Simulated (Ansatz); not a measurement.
**The Br− ion: small, medium and large basis sets**

Aim: see how fast density functionals converge with the basis set for the Br− ion.

Method: one geometry, several basis sets; program: Ansatz 0.2.0, Gaussian basis.

Levels to be run: PBE0/def2-SVPD; ωB97M-V/def2-SVPD; PBE0/def2-QZVPPD; ωB97M-V/def2-QZVPPD; the functionals' def2-TZVPPD values are taken from earlier runs.

**1. The atom**

1 atom, charge -1, spin multiplicity 1.

**2. PBE0 in def2-SVPD**

Contents of in.yaml:

```yaml
crystal:
  periodic: [false, false, false]
  atoms:
    - {symbol: Br, position_ang: [0.000000, 0.000000, 0.000000]}
basis:
  gaussian: {orbitals: def2-SVPD}
total_charge: -1
hamiltonian: {xc: pbe0}
output: {orbitals: {seedname: orbitals}}
```

After this run come: ωB97M-V in def2-SVPD; PBE0 in def2-QZVPPD; ωB97M-V in def2-QZVPPD.

**Question.** What will the summary of the whole plan be? Wanted: PBE0: double and triple zeta above quadruple; ωB97M-V: double and triple zeta above quadruple.

**Answer**, as computed:

```
                                       quantity          value
   PBE0: double and triple zeta above quadruple  9.76, 1.41 eV
ωB97M-V: double and triple zeta above quadruple  9.64, 1.36 eV
```

In words: PBE0 gains 8.35 eV from double to triple zeta, then 1.41 eV more. These are total energies; as a rule much of such shifts cancels in differences, which this series doesn't test. The LUMO of ωB97M-V is positive and keeps falling with the basis (7.42 to 4.84 eV): an unbound level that the basis holds in place.
